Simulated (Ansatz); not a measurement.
CoNiO2: single point with PBEsol

The system is CoNiO2.

```
Ni Co O
1.0
     3.01433    0.00000    0.00000
     0.00000    3.01433    0.00000
     0.00000    0.00000    4.22229
Ni Co O
1 1 2
Direct
  0.00000 0.00000 0.00000
  0.50000 0.50000 0.50000
  0.00000 0.00000 0.50000
  0.50000 0.50000 0.00000
```

The cell comes from a database or a generator and needn't be the stable form of this composition.

```json
{"Program": "Ansatz 0.2.0", "Task": "single point", "Functional": "PBEsol", "Potentials or basis": "Ansatz PAW", "Cutoff": "420 eV (not typed: the program's choice for these potentials)", "k mesh": "9 × 9 × 6", "Occupations": "fermi-dirac, width 0.05 eV", "Spin": "collinear spin, ferrimagnetic start", "Starting moments": "[1.0, -1.0, 0.0, 0.0] μB"}
```

- Pressure: -12.9 GPa
- Band gap on the k mesh: none (metal or under the smearing width)
- Net moment: -1.31 μB per cell
- Absolute moment: 3.92 μB per cell
- Site moments: Ni +1.19; Co -2.34; O -0.13, +0.06 μB

Stress tensor (GPa, compression positive):
```
-13.94   0.00   0.00
  0.00 -13.94   0.00
  0.00   0.00 -10.73
```

Levels at points of the mesh, in eV from the Fermi level:
Spin up:
| k point | band 21 | band 22 | band 23 | band 24 | band 25 | band 26 |
| --- | --- | --- | --- | --- | --- | --- |
| (0.00, 0.00, 0.00) | -2.07 | -1.42 | -0.23 | -0.23 | 0.13 | 0.59 |
| (0.00, 0.00, -0.50) | -1.30 | -1.30 | 0.05 | 0.05 | 0.11 | 0.98 |
Spin down:
```csv
k point,band 21,band 22,band 23,band 24,band 25,band 26,band 27,band 28
"(0.00, 0.00, 0.00)",-2.52,-1.94,-0.91,-0.91,-0.53,-0.25,1.11,5.88
"(0.00, 0.00, -0.50)",-1.58,-1.56,-0.66,-0.66,-0.55,0.20,5.00,5.18
```

Wall time 7.2 s on 2 threads of Intel(R) Xeon(R) 6975P-C (Granite Rapids) (shared host), peak memory 0.51 GiB.

Caveat: the magnetic or orbital state may not be the lowest; the pressure holds a Pulay correction of +0.7 GPa for the finite cutoff; semilocal functionals often make such compounds metallic where correlation or magnetic order opens a gap, which also shifts bond lengths; the PAW data sets come from PBE, with cores solved anew for the run's functional, which leaves a small shift of forces and pressure; the starting moments weren't kept. With open d or f shells a metallic result of PBEsol can be an artefact of self-interaction; +U or a hybrid may open a gap.
